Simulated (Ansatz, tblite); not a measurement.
**The cluster Sr5S5: rung by rung**

The task here is to estimate one member of a computed series from the others.

Method: as each input shows; program: Ansatz 0.2.0, Gaussian basis.

Plan: GFN1-xTB, PBE-D4/def2-TZVP, r2SCAN-D4/def2-TZVP, LC-ωPBE/def2-TZVP, HSE06-D4/def2-TZVP, r2SCANh-D4/def2-TZVP, PBE-D4/def2-SVP, PBE0-D4/def2-SVP, PBE0-D4/def2-TZVPD, PBE-D4/def2-TZVPD, LC-ωPBE/def2-TZVPD, MP2/def2-SVP, RPA/def2-SVP.

4 further runs of the same task are left out: 1 that didn't finish, 3 set aside as unsound or not needed.

## The geometry

The geometry is that of the singlet, from an earlier relaxation (r2SCAN-D4/def2-SVP). At that level it is the lowest of the isomers that a small search found.

10 atoms, charge 0, spin multiplicity 1.

Bond lengths: Sr1–S7 2.983 Å, Sr1–S9 2.734 Å, Sr1–S10 2.734 Å, Sr2–S6 3.034 Å, Sr2–S8 3.034 Å, Sr2–S9 3.034 Å, Sr2–S10 3.034 Å, Sr3–S7 2.983 Å, Sr3–S8 2.734 Å, Sr3–S9 2.734 Å, Sr4–S6 2.734 Å, Sr4–S7 2.983 Å, Sr4–S8 2.734 Å, Sr5–S6 2.734 Å, Sr5–S7 2.983 Å, Sr5–S10 2.734 Å. Angles: S7–Sr1–S9 88.3°, S7–Sr1–S10 88.3°, S9–Sr1–S10 97.2°, S6–Sr2–S8 85.0°, S6–Sr2–S9 145.8°, S6–Sr2–S10 85.0°, S8–Sr2–S9 85.0°, S8–Sr2–S10 145.8°, S9–Sr2–S10 85.0°, S7–Sr3–S8 88.3°, S7–Sr3–S9 88.3°, S8–Sr3–S9 97.2°, S6–Sr4–S7 88.3°, S6–Sr4–S8 97.2°, S7–Sr4–S8 88.3°, S6–Sr5–S7 88.3°, S6–Sr5–S10 97.2°, S7–Sr5–S10 88.3° and more.

Sr takes a core potential in the def2 sets. No spin-orbit coupling is included.

PBE0-D4/def2-TZVP was run before; its log isn't repeated, and its numbers join the tables.

Set-up of the first run:

Tight binding, by tblite at 300 K electronic temperature and without a spin-polarisation term:

```python
tblite.interface.Calculator('GFN1-xTB', numbers, positions, charge=0, uhf=0).singlepoint()
```

start.molden holds the orbitals of an earlier run on this state, given as this run's starting guess.

File in.yaml:

```yaml
crystal:
  periodic: [false, false, false]
  atoms:
    - {symbol: Sr, position_ang: [1.934689, 0.377548, 2.121757]}
    - {symbol: Sr, position_ang: [-0.936805, -1.394562, 0.440903]}
    - {symbol: Sr, position_ang: [-1.363488, 2.284285, 1.144564]}
    - {symbol: Sr, position_ang: [-1.063080, 0.919980, -2.531984]}
    - {symbol: Sr, position_ang: [2.235221, -0.986580, -1.554831]}
    - {symbol: S, position_ang: [-0.234427, -1.684688, -2.496001]}
    - {symbol: S, position_ang: [1.017545, 1.514772, -0.478898]}
    - {symbol: S, position_ang: [-2.887731, 0.726879, -0.505748]}
    - {symbol: S, position_ang: [-0.677612, 0.326965, 2.925241]}
    - {symbol: S, position_ang: [1.975687, -2.084610, 0.935008]}
basis:
  gaussian: {orbitals: def2-TZVP, initial_orbitals: start.molden}
hamiltonian: {xc: pbe, dispersion: d4}
scf: {omitted_lower_state_checks: [starts]}
output: {orbitals: {seedname: orbitals}}
```

On the command line:

```sh
> ansatz run in.yaml --threads 2 --pin off --events-out ev --progress --plain --max-ram 20480MiB --backend cuda --devices 0, --max-vram 18GiB
```

Among the steps run: PBE-D4/def2-TZVP; r2SCAN-D4/def2-TZVP; LC-ωPBE/def2-TZVP; HSE06-D4/def2-TZVP; r2SCANh-D4/def2-TZVP; PBE-D4/def2-SVP; PBE0-D4/def2-SVP; PBE0-D4/def2-TZVPD; PBE-D4/def2-TZVPD; LC-ωPBE/def2-TZVPD; MP2/def2-SVP; RPA/def2-SVP.

One of the session's tables, all rows but one given; the rest of the session is left out.

It belongs to the step «Binding energy». 

```
               level  binding an atom (eV)
         HF/def2-SVP                 2.608
     PBE-D4/def2-SVP                 3.714
    PBE-D4/def2-TZVP                     ?
   PBE-D4/def2-TZVPD                 3.622
 r2SCAN-D4/def2-TZVP                 3.749
r2SCANh-D4/def2-TZVP                 3.704
    PBE0-D4/def2-SVP                 3.672
   PBE0-D4/def2-TZVP                 3.583
  PBE0-D4/def2-TZVPD                 3.591
  HSE06-D4/def2-TZVP                 3.582
   LC-ωPBE/def2-TZVP                 3.583
  LC-ωPBE/def2-TZVPD                 3.597
        RPA/def2-SVP                 2.958
        MP2/def2-SVP                 3.344
```

**Question.** Estimate the row for PBE-D4/def2-TZVP.

**Answer.** binding an atom (eV): 3.621. In the column «binding an atom (eV)» it lies between LC-ωPBE/def2-TZVPD (3.597) and PBE-D4/def2-TZVPD (3.622).

To keep in mind: Free atoms were run apart at each level; binding is atoms less cluster, divided by the number of atoms, without zero-point or spin-orbit terms.
